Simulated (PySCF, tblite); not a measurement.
# C3H5ClOSi+ (doublet): geometry, infrared bands and EPR parameters

Wanted: the infrared bands and EPR parameters of C3H5ClOSi+ (doublet) (`O=C[C+](Cl)[CH][SiH3]`), by calculation.

Computed with tblite 0.8.0 and PySCF 2.14.0, with density-fitted response routines of our own, on a single molecule in the gas phase. Atoms count from 0, in the outputs and in this text.

## 1. The molecule as given

11 atoms, charge 1, multiplicity 2; geometry from: force field or distance geometry start.

Bonds of the start (Å): O0–C1 1.25, C1–C2 1.46, C2–Cl3 1.77, C2–C4 1.48, C4–Si5 1.85, C1–H6 1.07, C4–H7 1.10, Si5–H8 1.50, Si5–H9 1.48, Si5–H10 1.47.

## 2. Optimising the geometry with GFN2-xTB

Job settings and geometry (Å):

```
{"job": {"kind": "relax", "xc": "GFN2-xTB", "basis": "xTB"}, "charge": 1, "multiplicity": 2}
O     -2.919300    -0.997000    -0.112600
C     -1.679500    -0.927900    -0.222500
C     -0.992500     0.357200    -0.168400
Cl    -1.523700     1.561500    -1.356300
C      0.071100     0.669300     0.815400
Si     1.714200     0.343100     0.031100
H     -1.140500    -1.846000    -0.330800
H     -0.097000     0.144200     1.769100
H      2.215500    -1.013300     0.411700
H      1.661200     0.423600    -1.442700
H      2.695900     1.288000     0.580100
```

The run is started by

```sh
$ OMP_NUM_THREADS=1 python probes_run.py task.json out
```

One launch serves the whole session: the jobs run in the order shown.

Standard output:

```text
step      E/eV     max force
  0    -508.77694    5.310
  1    -509.31032    6.478
  2    -509.53847    2.527
  3    -509.61929    1.238
  4    -509.66355    0.778
  5    -509.71998    1.306
  6    -509.77011    1.119
  7    -509.79472    0.479
  8    -509.80825    0.343
  9    -509.82219    0.553
 10    -509.83481    0.555
 11    -509.84845    0.429
 12    -509.86336    0.489
 13    -509.88297    0.713
 14    -509.90981    0.788
 15    -509.93748    0.532
 16    -509.95920    0.465
 17    -509.98034    0.503
 18    -510.00663    0.695
 19    -510.04749    0.996
 20    -510.10502    1.189
 21    -510.17308    0.925
 22    -510.22922    0.776
 23    -510.26063    0.946
 24    -510.23101    2.459
 25    -510.29196    0.261
 26    -510.29978    0.228
 27    -510.32353    0.677
 28    -510.33628    0.330
 29    -510.36133    0.394
 30    -510.37363    0.265
 31    -510.38257    0.356
 32    -510.39110    0.268
 33    -510.40464    0.288
 34    -510.41420    0.257
 35    -510.41801    0.173
 36    -510.42087    0.175
 37    -510.42570    0.258
 38    -510.42962    0.350
 39    -510.43297    0.322
 40    -510.43553    0.306
 41    -510.43786    0.190
 42    -510.44012    0.123
 43    -510.44208    0.117
 44    -510.44335    0.235
 45    -510.44417    0.103
 46    -510.44484    0.080
 47    -510.44571    0.099
 48    -510.44650    0.090
 49    -510.44725    0.084
 50    -510.44783    0.089
 51    -510.44855    0.076
 52    -510.44936    0.086
 53    -510.45006    0.056
 54    -510.45044    0.035
 55    -510.45060    0.027
 56    -510.45069    0.025
 57    -510.45074    0.018
 58    -510.45078    0.015
 59    -510.45081    0.020
 60    -510.45085    0.023
 61    -510.45089    0.021
 62    -510.45092    0.017
 63    -510.45094    0.012
 64    -510.45095    0.013
 65    -510.45097    0.013
 66    -510.45098    0.009
```

It took 0.41 s on 1 thread of Arm Neoverse V1, shared host.

Along the way: (not every step is listed)

| step | energy from step 0 (eV) | largest force (eV/Å) |
| --- | --- | --- |
| 0 | 0.0000 | 5.3105 |
| 1 | -0.5334 | 6.4782 |
| 2 | -0.7615 | 2.5268 |
| 3 | -0.8423 | 1.2382 |
| 4 | -0.8866 | 0.7777 |
| 5 | -0.9430 | 1.3059 |
| 6 | -0.9932 | 1.1188 |
| 7 | -1.0178 | 0.4788 |
| 8 | -1.0313 | 0.3433 |
| 13 | -1.1060 | 0.7134 |
| 18 | -1.2297 | 0.6953 |
| 23 | -1.4837 | 0.9458 |
| 28 | -1.5593 | 0.3297 |
| 33 | -1.6277 | 0.2879 |
| 38 | -1.6527 | 0.3503 |
| 43 | -1.6651 | 0.1169 |
| 48 | -1.6696 | 0.0896 |
| 53 | -1.6731 | 0.0557 |
| 58 | -1.6738 | 0.0152 |
| 61 | -1.6739 | 0.0207 |
| 62 | -1.6740 | 0.0169 |
| 63 | -1.6740 | 0.0124 |
| 64 | -1.6740 | 0.0127 |
| 65 | -1.6740 | 0.0127 |
| 66 | -1.6740 | 0.0090 |

Close pairs (by a distance rule), those that changed most:

| bond | before (Å) | after (Å) | change (Å) |
| --- | --- | --- | --- |
| C2–C4 | 1.482 | 1.308 | -0.174 |
| C4–Si5 | 1.850 | 1.973 | +0.123 |
| C1–C2 | 1.458 | 1.555 | +0.096 |
| O0–C1 | 1.247 | 1.171 | -0.076 |
| C2–Cl3 | 1.773 | 1.699 | -0.074 |
| C1–H6 | 1.070 | 1.107 | +0.036 |
| Si5–H8 | 1.495 | 1.467 | -0.028 |
| C4–H7 | 1.102 | 1.078 | -0.023 |

The final coordinates are the input of the step that follows.

## 3. Infrared spectrum with GFN2-xTB

Job settings and geometry (Å):

```
{"job": {"kind": "ir", "xc": "GFN2-xTB", "basis": "xTB"}, "charge": 1, "multiplicity": 2}
O     -2.961737     0.005723     0.593259
C     -2.172532    -0.666787     0.049250
C     -0.774135    -0.180177    -0.424402
Cl    -0.941394     0.412683    -2.007748
C      0.249272    -0.232580     0.388632
Si     1.970031     0.686666     0.095221
H     -2.307050    -1.728834    -0.231039
H      0.193600    -0.728012     1.344962
H      2.841459    -0.459718     0.374904
H      1.872720     1.136769    -1.291523
H      2.035191     1.756937     1.082519
```

Standard output:

```text
mode    cm-1     km/mol
  1     -29.3      1.99
  2       6.0      6.69
  3      91.1      0.49
  4     130.3      1.18
  5     196.2      2.88
  6     269.8     13.96
  7     354.1      6.72
  8     368.4      5.93
  9     392.2     36.28
 10     543.3     39.90
 11     586.0     12.29
 12     661.6     98.51
 13     685.5     81.92
 14     726.1    130.17
 15     736.4    143.97
 16     740.7    191.63
 17     819.6     92.89
 18     881.7      9.91
 19    1068.7     13.23
 20    1196.1     12.49
 21    1596.0     58.37
 22    1872.2    403.34
 23    2234.0     76.31
 24    2293.4     93.25
 25    2340.6    116.58
 26    2756.7     60.28
 27    3068.4     13.88
```

Wall time 0.32 s (1 thread of Arm Neoverse V1, shared host).

Which atoms move in the most intense modes:

| cm⁻¹ | km/mol | atoms |
| --- | --- | --- |
| 662 | 98.5 | H8 40 %, H9 21 % |
| 726 | 130.2 | H10 55 %, H9 33 % |
| 736 | 144.0 | H7 39 %, H8 22 %, C4 13 %, H9 13 % |
| 741 | 191.6 | H7 34 %, H8 21 %, H9 16 %, H10 14 % |
| 820 | 92.9 | C2 58 %, C1 25 % |
| 1872 | 403.3 | C1 53 %, O0 44 % |
| 2293 | 93.2 | H9 96 % |
| 2341 | 116.6 | H10 96 % |

## 4. EPR parameters: B3LYP/pcH-1

Settings changed since step 3:

```diff
@@ -1,2 +1,2 @@
-{"job": {"kind": "ir", "xc": "GFN2-xTB", "basis": "xTB"}, "charge": 1, "multiplicity": 2}
+{"job": {"kind": "epr", "basis": "pcH-1"}, "charge": 1, "multiplicity": 2}
 O     -2.961737     0.005723     0.593259
```

Level: UKS B3LYP, pcH-1 on C Cl H O Si, non-relativistic, mean-field spin-orbit, GIAO.

Standard output:

```text
UKS, coarse grid
  cycle   1  E = -941.70234523  |g| = 6.24e-01
  cycle   2  E = -940.50794285  |g| = 1.73e+00
  cycle   3  E = -941.83578314  |g| = 2.09e-01
  cycle   4  E = -941.83094247  |g| = 2.42e-01
  cycle   5  E = -941.86043799  |g| = 3.93e-02
  cycle   6  E = -941.86100028  |g| = 2.24e-02
  cycle   7  E = -941.86119250  |g| = 1.22e-02
  cycle   8  E = -941.86125935  |g| = 6.09e-03
  cycle   9  E = -941.86127736  |g| = 3.68e-03
  cycle  10  E = -941.86128826  |g| = 2.35e-03
  cycle  11  E = -941.86129403  |g| = 9.32e-04
UKS, final grid
  cycle   1  E = -941.86125828  |g| = 2.55e-03
  cycle   2  E = -941.86122549  |g| = 9.17e-03
  cycle   3  E = -941.86126148  |g| = 4.19e-04
  cycle   4  E = -941.86126155  |g| = 3.09e-04
  cycle   5  E = -941.86126164  |g| = 2.15e-04
  cycle   6  E = -941.86126169  |g| = 4.80e-05
  cycle   7  E = -941.86126169  |g| = 7.30e-06
E = -941.86126169 Eh   <S^2> = 0.7553 (exact 0.7500)
g shifts (ppm)      1          2          3
  rmc          -224       -224       -224
  gc              4         21         34
  oz_so         869       6432      17332
  total         650       6229      17142
hyperfine (MHz)  atom isotope    a_iso     a_fc   dipolar eigenvalues
    0   17O     -17.36     -16.95    -82.51     37.66     44.85
    1   13C     -38.10     -38.07    -13.19     -2.79     15.98
    2   13C      17.71      16.40    -27.81    -20.22     48.03
    3  35Cl       7.27       4.05    -33.19    -30.93     64.11
    4   13C       6.52       7.42    -27.83    -22.49     50.33
    5  29Si      14.74      14.51    -20.17      9.20     10.97
    6    1H     252.82     252.87     -5.88     -3.34      9.22
    7    1H      27.29      27.41    -10.85     -4.69     15.54
    8    1H      75.13      75.13     -2.79      0.43      2.35
    9    1H      16.14      16.14     -2.94      1.10      1.83
   10    1H       1.76       1.75     -2.07     -1.40      3.47
```

Run time: 57 s. Hardware: 1 thread of Arm Neoverse V1, shared host; peak memory 0.76 GiB.

Principal g values 2.00297, 2.00855, 2.01946; g(iso) = 2.01033, against 2.00232 for a free electron.

Hyperfine couplings; where a row names several nuclei, a(iso) is their mean (it holds for fast rotation or exchange) and the dipolar term the largest among them:

| nuclei | isotope | a(iso) (MHz) | a(iso) (G, at g = 2.0023) | largest dipolar term (MHz) |
| --- | --- | --- | --- | --- |
| H6 | 1H | 252.8 | 90.2 | 9.2 |
| C1 | 13C | -38.1 | -13.6 | 16.0 |
| H8, H9, H10 | 1H | 31.0 | 11.1 | 3.5 |
| H7 | 1H | 27.3 | 9.7 | 15.5 |
| C2 | 13C | 17.7 | 6.3 | 48.0 |
| O0 | 17O | -17.4 | -6.2 | -82.5 |
| Si5 | 29Si | 14.7 | 5.3 | -20.2 |
| Cl3 | 35Cl | 7.3 | 2.6 | 64.1 |
| C4 | 13C | 6.5 | 2.3 | 50.3 |

Mulliken spin populations:

| atom | value (e) |
| --- | --- |
| O0 | 0.27 |
| C1 | -0.02 |
| C2 | 0.15 |
| Cl3 | 0.16 |
| C4 | 0.25 |
| Si5 | 0.04 |
| H6 | 0.11 |
| H7 | 0.01 |
| H8 | 0.04 |
| H9 | 0.01 |
| H10 | 0.00 |

In first order the couplings over 0.8 MHz of 1H, 35Cl give 64 distinct lines over 140.9 G, if the averaged nuclei exchange fast; the same motion can average rows kept apart here too.

Orbitals, density, ELF and potential are computed afterwards from the orbital file.

ELF in a plane through or near 7 of the atoms.

Ten even steps from '0' (0.00) to '9' (1.00):
```
0000000000000000000000000000
0000000000000000000000000000
0000000000000000000000000000
0000000000000000000000000000
0000000000001441000000000000
0000000000018998100000000000
0000000100029999200110000000
0000012321148996002431000000
0000134311486244135453100000
0000133173296248585624200000
0000011175177682388344200000
0000024544521243454343100000
0000048999920148741000000000
0000079999901782278610000000
0000069999603883579840000000
0000003883003788788630000000
0000000000001455554210000000
0000000000000011111000000000
0000000000000000000000000000
0000000000000000000000000000
```
The map spans 10.8 Å across and 9.3 Å up, centred on the molecule. Atoms in the plane (x, y in Å): C1 (2.3, 0.2), C2 (0.8, -0.4), Cl3 (0.9, -2.1), C4 (-0.2, 0.5), Si5 (-2.1, 0.0), H7 (0.0, 1.5), H9 (-2.1, -1.5).

log10 of the density (e/Å³) in the same plane.

Ten even steps from ' ' (-4.0) to '@' (1.6):
```
                                                        
                                                        
                                                        
                        ........                        
          ............::::----::::..                    
      ....::::::::::----==++++==--::::::::::::..        
      ..::----==========++****++==----====----::..      
    ..::--====++++++++++**####**++==++++++++==--::..    
    ..::--++++**********##%%##**++****##****++==--..    
    ..::==++++**%%##****##%%####**####@@##**++==--..    
    ..::--++++##@@%%********##%%%%########**++==--..    
    ..::--==++**##****++++****####******++++==--::..    
      ::--==++**##****++==++**####****++====--::..      
      ..::--==++****++==++**####%%##**++==--::..        
      ..::--====++++====++**##%%@@##**++==--::          
        ..::::----------==++**####****++--::..          
          ....::::::::::--==++++++++====--....          
              ..........::----======----::..            
                        ....::::::::....                
                                                        
```
The map spans 10.8 Å across and 9.3 Å up, centred on the molecule. Atoms in the plane (x, y in Å): C1 (2.3, 0.2), C2 (0.8, -0.4), Cl3 (0.9, -2.1), C4 (-0.2, 0.5), Si5 (-2.1, 0.0), H7 (0.0, 1.5), H9 (-2.1, -1.5).

On the surface of density 0.002 e/bohr³ the electrostatic potential runs, from the 1st to the 99th percentile, from 2.96 V near O0 to 6.41 V near H6.

The spin density lies nearest to O0 23 %; C2, C4 about 18 % each; Cl3 15 %; H6 9 %.

## 5. What came out

| quantity | value |
| --- | --- |
| strongest single infrared mode (GFN2-xTB) | 1872 cm⁻¹, 403 km/mol |
| zero-point energy (GFN2-xTB) | 38.0 kcal/mol |
| g(iso) (B3LYP) | 2.01033 |
| ⟨S²⟩ | 0.755 (exact 0.75) |
| largest a(iso) (averaged by class) | 1H on H6, 252.8 MHz |

Over 66 steps the energy fell by 1.674 eV; of the close pairs, C2–C4 changed most, 1.482 to 1.308 Å. The lowest mode is imaginary (29i cm⁻¹), so the xTB geometry is not a minimum: the zero-point energy counts the real modes alone, and all values at this geometry belong to a saddle point. The strongest single mode, at 1872 cm⁻¹, moves mainly C1 and O0. GFN2-xTB is a fitted tight-binding method: band positions and strengths are rough. Its intensities can rank the bands wrongly. The largest spin populations lie on O0 (0.27 e), C4 (0.25 e). The isotropic g lies 8.0 ppt above the free-electron value. The conformer search (at its own cheap level) found a structure 10.5 kcal/mol lower, too far down for a turn about a bond: it may have other bonds, so these spectra needn't be the molecule's.
